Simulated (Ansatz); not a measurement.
**F₂H₄OSiSn: basis-set convergence**

An exercise on one series of results from a longer session: the logs are not shown, and one member is left open.

The runs use Ansatz 0.2.0, Gaussian basis; one geometry, several basis sets.

Levels to be run: PBE0-D4/def2-SVP; ωB97M-V/def2-SVP; PBE0-D4/def2-QZVPP; ωB97M-V/def2-QZVPP; the functionals' def2-TZVPP values are taken from earlier runs.

## The relaxed structure

All runs share one geometry, relaxed beforehand with PBE0-D4 in a triple-zeta def2 set. Sn takes the def2 core potential; no spin-orbit term is included.

SMILES `[OH][Sn]([F])([F])[SiH3]`, 9 atoms, charge 0, spin multiplicity 1.

Atoms are counted from 1 here; the program's logs count them from 0.

Bond lengths: O1–Sn2 1.940 Å, O1–H6 0.962 Å, Sn2–F3 1.915 Å, Sn2–F4 1.915 Å, Sn2–Si5 2.556 Å, Si5–H7 1.480 Å, Si5–H8 1.480 Å, Si5–H9 1.480 Å. Angles: Sn2–O1–H6 113.4°, O1–Sn2–F3 105.8°, O1–Sn2–F4 105.7°, O1–Sn2–Si5 115.8°, F3–Sn2–F4 101.0°, F3–Sn2–Si5 113.5°, F4–Sn2–Si5 113.6°, Sn2–Si5–H7 106.7°, Sn2–Si5–H8 107.2°, Sn2–Si5–H9 107.2°, H7–Si5–H8 111.8°, H7–Si5–H9 111.8°, H8–Si5–H9 111.8°.

The first run:

Contents of in.yaml:

```yaml
crystal:
  periodic: [false, false, false]
  atoms:
    - {symbol: O, position_ang: [0.728979, 2.006573, -0.820757]}
    - {symbol: Sn, position_ang: [0.677351, 0.095731, -0.491616]}
    - {symbol: F, position_ang: [2.413104, -0.364467, 0.172473]}
    - {symbol: F, position_ang: [0.714666, -0.729949, -2.218603]}
    - {symbol: Si, position_ang: [-1.233881, -0.727040, 0.992626]}
    - {symbol: H, position_ang: [1.460250, 2.277489, -1.383381]}
    - {symbol: H, position_ang: [-1.086997, -2.195686, 1.101690]}
    - {symbol: H, position_ang: [-2.499686, -0.348709, 0.324840]}
    - {symbol: H, position_ang: [-1.085286, -0.060141, 2.305827]}
basis:
  gaussian: {orbitals: def2-SVP}
hamiltonian: {xc: pbe0, dispersion: d4}
output: {orbitals: {seedname: orbitals}}
```

Among the steps run: PBE0-D4 in def2-SVP; ωB97M-V in def2-SVP; PBE0-D4 in def2-QZVPP; ωB97M-V in def2-QZVPP.

One of the session's tables, all rows but one given; the rest of the session is left out.

It belongs to the step «Density functionals: the series». 

| functional | basis | HOMO (eV) |
| --- | --- | --- |
| PBE0-D4 | def2-SVP | -9.06 |
| PBE0-D4 | def2-TZVPP | -9.30 |
| PBE0-D4 | def2-QZVPP | ? |
| ωB97M-V | def2-SVP | -11.25 |
| ωB97M-V | def2-TZVPP | -11.39 |
| ωB97M-V | def2-QZVPP | -11.41 |

**Question.** Estimate the row for PBE0-D4, def2-QZVPP.

As computed: HOMO (eV): -9.31. In the column «HOMO (eV)» it lies between ωB97M-V, def2-SVP (-11.25) and PBE0-D4, def2-TZVPP (-9.30).
